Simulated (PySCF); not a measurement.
**C2H8AlFSi (SMILES C[CH]([AlH2])[SiH2]F): levels of theory compared**

Wanted: a comparison of 3 runs (HF/def2-SVP, PBE0/6-31G**, PBE0/def2-SVP) of C2H8AlFSi. Input form: a Python script.

Program for the calculation: PySCF 2.14.0.

**1. The structure to begin with**

The species is C2H8AlFSi (13 atoms), meant as a singlet with charge 0. SMILES: `C[CH]([AlH2])[SiH2]F`. The coordinates come from a PBE0-D4/def2-TZVP relaxation. This is one conformer, not always the lowest.

Bond lengths: C1–C2 1.532 Å, C2–Al3 2.028 Å, C2–Si4 1.823 Å, Al3–F5 2.066 Å, Si4–F5 1.699 Å, C1–H6 1.093 Å, C1–H7 1.093 Å, C1–H8 1.094 Å, C2–H9 1.095 Å, Al3–H10 1.587 Å, Al3–H11 1.588 Å, Si4–H12 1.481 Å, Si4–H13 1.482 Å. Some angles: C1–C2–Al3 115.7°, C1–C2–Si4 118.1°, Al3–C2–Si4 90.1°, C2–Al3–F5 80.3°, C2–Si4–F5 97.1°, Al3–F5–Si4 92.4°, C1–C2–H9 111.8°, Al3–C2–H9 108.9°, Si4–C2–H9 110.4°, C2–C1–H6 111.6°.

**2. Energy and forces at HF/def2-SVP (run 1)**

input.py

```python
import pyscf.grad
from pyscf import gto

mol = gto.Mole()
mol.atom = '''
C     -3.073829     0.870786    -0.283270
C     -0.641373    -0.616807    -0.785559
Al     1.098120    -2.052621     2.312080
Si     2.207578     1.152922    -1.573575
F      3.964834     0.216941     0.944296
H     -2.763158     2.403921     1.066372
H     -4.539311    -0.338828     0.526856
H     -3.864868     1.712092    -1.997818
H     -0.942973    -2.141627    -2.150697
H      2.306411    -4.791023     2.127454
H      0.390984    -0.781402     4.935776
H      3.766035     0.357725    -3.758665
H      2.129721     3.942158    -1.334903
'''
mol.basis = 'def2-svp'
mol.spin = 0
mol.verbose = 4
mol.unit = 'bohr'
mol.max_memory = 1860
mol.build()

mf = mol.RHF()
mf.conv_tol = 1e-10
mf.kernel()
if not mf.converged:
    mf = mf.newton().run(mf.mo_coeff, mf.mo_occ)

energy = mf.e_tot
print('E = %.10f Eh' % energy)
grad = mf.Gradients().kernel()
mf.analyze()
```

The run is started by

```
$ OMP_NUM_THREADS=1 python input.py
```

The log of the run:

```text
PySCF version 2.14.0

[... 98 lines left out ...]
MO #8   energy= -4.2936630967181   occ= 2
[... 21 lines left out ...]
MO #30  energy= 0.14809796147547   occ= 0
[... 21 lines left out ...]
MO #52  energy= 0.631038998885357  occ= 0
[... 21 lines left out ...]
MO #74  energy= 1.19019232096564   occ= 0
[... 21 lines left out ...]
MO #96  energy= 2.16840941827143   occ= 0
[... 21 lines left out ...]
MO #118 energy= 3.80360115703454   occ= 0
[... 134 lines left out ...]
Dipole moment(X, Y, Z, Debye): -0.74077,  1.26017, -2.34281
```

It took 17 s on 1 thread of Intel Xeon at 2.70GHz, shared host; peak memory 0.3 GiB.

**3. Energy and gradient at PBE0/6-31G(d,p) (spherical functions) (run 2)**

input.xyz

```xyz
13

C     -1.626600     0.460800    -0.149900
C     -0.339400    -0.326400    -0.415700
Al     0.581100    -1.086200     1.223500
Si     1.168200     0.610100    -0.832700
F      2.098100     0.114800     0.499700
H     -1.462200     1.272100     0.564300
H     -2.402100    -0.179300     0.278800
H     -2.045200     0.906000    -1.057200
H     -0.499000    -1.133300    -1.138100
H      1.220500    -2.535300     1.125800
H      0.206900    -0.413500     2.611900
H      1.992900     0.189300    -1.989000
H      1.127000     2.086100    -0.706400
```

run.py

```python
from pyscf import gto, dft

molecule = gto.M(
    atom='input.xyz',
    basis='6-31g**',
    verbose=4,
    max_memory=1860,
)

myscf = dft.RKS(molecule)
myscf.xc = 'pbe0'
myscf.grids.level = 5
myscf.conv_tol = 1e-10
myscf.kernel()
if not myscf.converged:
    myscf = myscf.newton().run(myscf.mo_coeff, myscf.mo_occ)

e_tot = myscf.e_tot
print('E = %.10f Eh' % e_tot)
grad = myscf.nuc_grad_method().kernel()
dip = myscf.dip_moment()
pop, q = myscf.mulliken_pop()
```

The run is started by

```
$ OMP_NUM_THREADS=1 python run.py
```

The log of the run:

```text
PySCF version 2.14.0

[... 80 lines left out ...]
converged SCF energy = -712.376796648687
[... 13 lines left out ...]
Dipole moment(X, Y, Z, Debye): -0.70196,  1.15877, -2.10589
[... 132 lines left out ...]
charge of   12H =     -0.09824
```

Run time: 69 s. Hardware: 1 thread of Intel Xeon at 2.70GHz, shared host; peak memory 1.2 GiB.

**4. Energy and forces at PBE0/def2-SVP (run 3)**

run.py

```python
# C[CH]([AlH2])[SiH2]F
import pyscf.grad
from pyscf import gto, dft

mol = gto.M(
    atom='''
C       -1.626600       0.460800      -0.149900
C       -0.339400      -0.326400      -0.415700
Al       0.581100      -1.086200       1.223500
Si       1.168200       0.610100      -0.832700
F        2.098100       0.114800       0.499700
H       -1.462200       1.272100       0.564300
H       -2.402100      -0.179300       0.278800
H       -2.045200       0.906000      -1.057200
H       -0.499000      -1.133300      -1.138100
H        1.220500      -2.535300       1.125800
H        0.206900      -0.413500       2.611900
H        1.992900       0.189300      -1.989000
H        1.127000       2.086100      -0.706400
''',
    basis='def2-svp',
    max_memory=1860,
    charge=0,
    spin=0,
    verbose=4,
)

myscf = dft.RKS(mol)
myscf.xc = 'pbe0'
myscf.conv_tol = 1e-10
myscf.grids.level = 5
myscf.kernel()
if not myscf.converged:
    myscf = myscf.newton().run(myscf.mo_coeff, myscf.mo_occ)

e_final = myscf.e_tot
print(f'total energy: {e_final:.8f} hartree')
grad = myscf.Gradients().kernel()
dip = myscf.dip_moment()
pop, q = myscf.mulliken_pop()
```

The run is started by

```
$ OMP_NUM_THREADS=1 python run.py
```

The log of the run:

```text
PySCF version 2.14.0

[... 80 lines left out ...]
converged SCF energy = -712.103499868689
total energy: -712.10349987 hartree
[... 12 lines left out ...]
Dipole moment(X, Y, Z, Debye): -0.72172,  1.17796, -2.12971
[... 132 lines left out ...]
charge of   12H =     -0.07368
```

Run time: 56 s. Hardware: 1 thread of Intel Xeon at 2.70GHz, shared host; peak memory 1.2 GiB.

**5. Overview of the runs**

| run | level | integration grid | energy (Eh) | dipole moment (D) | HOMO energy (eV) | LUMO energy (eV) | wall time |
| --- | --- | --- | --- | --- | --- | --- | --- |
| 1 | HF/def2-SVP | – | -710.433004 | 2.76 | -10.08 | 2.47 | 17 s |
| 2 | PBE0/6-31G** (spherical functions) | 5 | -712.376797 | 2.50 | -7.12 | -0.67 | 69 s |
| 3 | PBE0/def2-SVP | 5 | -712.103500 | 2.54 | -7.26 | -0.68 | 56 s |

**6. Outcome**

| quantity | value |
| --- | --- |
| run 3: total energy | -712.10350 Eh |
| run 3: dipole moment | 2.54 D |
| run 3: HOMO energy | -7.26 eV |
| run 3: LUMO energy | -0.68 eV |
| run 3: HOMO–LUMO gap | 6.58 eV |
| run 3: largest force on an atom | 0.714 eV/Å |

In words: The dipole moment (its size) runs from 2.50 D (PBE0/6-31G**) to 2.76 D (HF/def2-SVP). The two ends differ in method and basis. The HOMO–LUMO gap runs from 6.45 eV (PBE0/6-31G**) to 12.55 eV (HF/def2-SVP). All runs together took 2.4 min, the longest 69 s.
